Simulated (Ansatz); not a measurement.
**CH₃BO₂Se: basis-set convergence**

The task here is to estimate one member of a computed series from the others.

Computed with Ansatz 0.2.0, Gaussian basis. Level: one geometry, several basis sets.

Plan: PBE0-D4/def2-SVP; ωB97M-V/def2-SVP; PBE0-D4/def2-QZVPP; ωB97M-V/def2-QZVPP; the functionals' def2-TZVPP values are taken from earlier runs.

## The relaxed structure

All runs share one geometry, relaxed beforehand with PBE0-D4 in a triple-zeta def2 set.

8 atoms, charge 0, spin multiplicity 1.

Atoms are counted from 1 here; the program's logs count them from 0.

Bond lengths: O1–C2 1.298 Å, O1–H6 0.968 Å, C2–O3 1.268 Å, C2–B4 1.593 Å, O3–H7 1.032 Å, B4–Se5 1.845 Å, B4–H8 1.199 Å. Angles: C2–O1–H6 108.2°, O1–C2–O3 114.4°, O1–C2–B4 124.8°, O3–C2–B4 120.9°, C2–O3–H7 101.8°, C2–B4–Se5 112.0°, C2–B4–H8 116.7°, Se5–B4–H8 131.3°.

Set-up of the first run:

in.yaml

```yaml
crystal:
  periodic: [false, false, false]
  atoms:
    - {symbol: O, position_ang: [-0.373863, 1.124664, 1.256574]}
    - {symbol: C, position_ang: [0.211164, 0.388412, 0.361712]}
    - {symbol: O, position_ang: [1.463969, 0.566318, 0.274593]}
    - {symbol: B, position_ang: [-0.531469, -0.664992, -0.574400]}
    - {symbol: Se, position_ang: [0.638505, -1.518445, -1.718309]}
    - {symbol: H, position_ang: [-1.319698, 0.917425, 1.246356]}
    - {symbol: H, position_ang: [1.720527, -0.096965, -0.472715]}
    - {symbol: H, position_ang: [-1.717035, -0.773516, -0.429510]}
basis:
  gaussian: {orbitals: def2-SVP}
hamiltonian: {xc: pbe0, dispersion: d4}
output: {orbitals: {seedname: orbitals}}
```

Among the steps run: PBE0-D4 in def2-SVP; ωB97M-V in def2-SVP; PBE0-D4 in def2-QZVPP; ωB97M-V in def2-QZVPP.

One of the session's tables, all rows but one given; the rest of the session is left out.

It belongs to the step «Functionals by basis». 

| functional | basis | HOMO (eV) | LUMO (eV) |
| --- | --- | --- | --- |
| PBE0-D4 | def2-SVP | -6.43 | -2.91 |
| PBE0-D4 | def2-TZVPP | ? | ? |
| PBE0-D4 | def2-QZVPP | -6.55 | -3.06 |
| ωB97M-V | def2-SVP | -8.44 | -0.77 |
| ωB97M-V | def2-TZVPP | -8.57 | -0.94 |
| ωB97M-V | def2-QZVPP | -8.58 | -0.98 |

Q: Estimate the row for PBE0-D4, def2-TZVPP from the others.

As computed: HOMO (eV): -6.53; LUMO (eV): -3.02. In the column «HOMO (eV)» it lies between PBE0-D4, def2-QZVPP (-6.55) and PBE0-D4, def2-SVP (-6.43).
